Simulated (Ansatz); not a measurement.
**AlFH4SSi: basis-set convergence**

The task here is to estimate one member of a computed series from the others.

Method: one geometry, several basis sets; program: Ansatz 0.2.0, Gaussian basis.

The runs, in order: PBE0-D4/def2-SVP; ωB97M-V/def2-SVP; PBE0-D4/def2-QZVPP; ωB97M-V/def2-QZVPP; the functionals' def2-TZVPP values are taken from earlier runs.

**The relaxed structure**

The geometry comes from an earlier relaxation with PBE0-D4 in a triple-zeta def2 set; it is a stationary point, not always the lowest conformer.

8 atoms, charge 0, spin multiplicity 1.

Atoms are counted from 1 here; the program's logs count them from 0.

Bond lengths: F1–Si2 1.599 Å, Si2–S3 2.117 Å, Si2–H5 1.480 Å, Si2–H6 1.479 Å, S3–Al4 2.190 Å, Al4–H7 1.579 Å, Al4–H8 1.577 Å. Angles: F1–Si2–S3 110.5°, F1–Si2–H5 106.9°, F1–Si2–H6 107.8°, S3–Si2–H5 112.0°, S3–Si2–H6 107.6°, H5–Si2–H6 112.1°, Si2–S3–Al4 98.6°, S3–Al4–H7 118.5°, S3–Al4–H8 116.3°, H7–Al4–H8 125.2°.

Set-up of the first run:

Contents of in.yaml:

```yaml
crystal:
  periodic: [false, false, false]
  atoms:
    - {symbol: F, position_ang: [-1.519143, 1.460403, 0.516909]}
    - {symbol: Si, position_ang: [0.067555, 1.368595, 0.339530]}
    - {symbol: S, position_ang: [0.802170, -0.434327, 1.171196]}
    - {symbol: Al, position_ang: [0.064160, -1.821115, -0.354115]}
    - {symbol: H, position_ang: [0.344257, 1.462489, -1.110879]}
    - {symbol: H, position_ang: [0.672265, 2.487472, 1.094350]}
    - {symbol: H, position_ang: [-0.654767, -1.226283, -1.628059]}
    - {symbol: H, position_ang: [0.315603, -3.354435, -0.084732]}
basis:
  gaussian: {orbitals: def2-SVP}
hamiltonian: {xc: pbe0, dispersion: d4}
output: {orbitals: {seedname: orbitals}}
```

Command:

```sh
> ansatz run in.yaml --threads 2 --pin off --events-out ev --progress --plain --max-ram 4352MiB
```

Steps of the session up to this table: PBE0-D4 in def2-SVP; ωB97M-V in def2-SVP; PBE0-D4 in def2-QZVPP; ωB97M-V in def2-QZVPP.

One table of the session follows, with a row left open; its other results are not shown here.

```
functional       basis  HOMO (eV)  LUMO (eV)
   PBE0-D4    def2-SVP      -8.19      -1.65
   PBE0-D4  def2-TZVPP      -8.22      -1.68
   PBE0-D4  def2-QZVPP      -8.23      -1.71
   ωB97M-V    def2-SVP     -10.28       0.07
   ωB97M-V  def2-TZVPP     -10.37      -0.05
   ωB97M-V  def2-QZVPP          ?          ?
```

**Question.** Estimate the row for ωB97M-V, def2-QZVPP.

**Answer.** HOMO (eV): -10.39; LUMO (eV): -0.17. In the column «HOMO (eV)» it is the lowest.
